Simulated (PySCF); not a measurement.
# RuO₃: relaxation and vibrations of the singlet

Aim: relax RuO₃ as a singlet from a trigonal pyramidal start, check by its vibrations whether the end is a minimum, and collect its spectrum and constants.

The runs use PySCF 2.14.0; PBE0, basis Ru def2-SVP with ECP28, O def2-SVP, scalar-relativistic core potentials, no spin–orbit coupling, density fitting.

### 1 Starting geometry

4 atoms, charge 0, spin multiplicity 1.

Bond lengths: Ru1–O2 1.710 Å, Ru1–O3 1.710 Å, Ru1–O4 1.710 Å. Angles: O2–Ru1–O3 99.8°, O2–Ru1–O4 99.8°, O3–Ru1–O4 99.8°.

Z-matrix (Å, degrees; charge 0 multiplicity 1):
```
Ru
O  1 1.7100
O  1 1.7100 2 99.75
O  1 1.7100 2 99.75 3 -101.77
```

### 2 Relaxation: trigonal pyramidal start, singlet

One driver script runs all steps and calls PySCF; scf.py shows how it sets up the SCF of each step. The optimiser is the driver's own. Before each start the driver seeks the lowest SCF state from one or more starting densities and follows internal instabilities, so scf.py alone need not reach the same state.

The program finds C3v symmetry in the start, which this walk keeps. Threshold on the gradient: 0.0003 Eh/bohr, with a further test on the energy change.

scf.py

```python
from pyscf import gto, scf, dft
mol = gto.M(atom='''
Ru     0.000000    -0.000000    -0.257004
O      1.509843    -0.000037     0.545796
O     -0.754889     1.307581     0.545796
O     -0.754954    -1.307544     0.545796''',
    basis={'Ru': 'def2-SVP', 'O': 'def2-SVP'},
    ecp={'Ru': 'def2-SVP'},
    charge=0, spin=0)
mf = dft.RKS(mol, xc='PBE0')
mf.grids.atom_grid = (50, 194)
aux = {'Ru': 'def2-universal-JKFIT', 'O': 'def2-universal-JKFIT'}
mf = mf.density_fit(auxbasis=aux)
mf.kernel()
```

Further steps of the session: Hessian and properties.

What does the calculation give? Wanted: minimum; geometry; wavenumbers; dipole moment; highest occupied, lowest empty level; polar-tensor charge of Ru1; zero-point energy; atomisation energy.

**Answer**, as computed:

| quantity | value |
| --- | --- |
| minimum | singlet, D3h |
| geometry | Ru–O 1.661 Å (×3); O–Ru–O 120.0° (×3) |
| wavenumbers (cm⁻¹) | 107 (a2''), 312 (e'), 1000 (e'), 1019 (a1') |
| dipole moment | 0.00 D |
| highest occupied, lowest empty level | -8.85, -5.02 eV |
| polar-tensor charge of Ru1 | +1.46 e |
| zero-point energy | 22.4 kJ/mol |
| entropy at 298.15 K | 286.5 J/(mol K) |
| atomisation energy (no zero-point energy) | 1347 kJ/mol |

**Reading.** From C3v at the start the molecule goes to a D3h minimum. The strongest infrared band lies at 1000 cm⁻¹ (e', stretch). Ru1 has a polar-tensor charge of +1.5 e (a dipole derivative, not a static charge), yet symmetry cancels the bond dipoles. Only this shape and spin were tried, so other structures or states may lie lower.
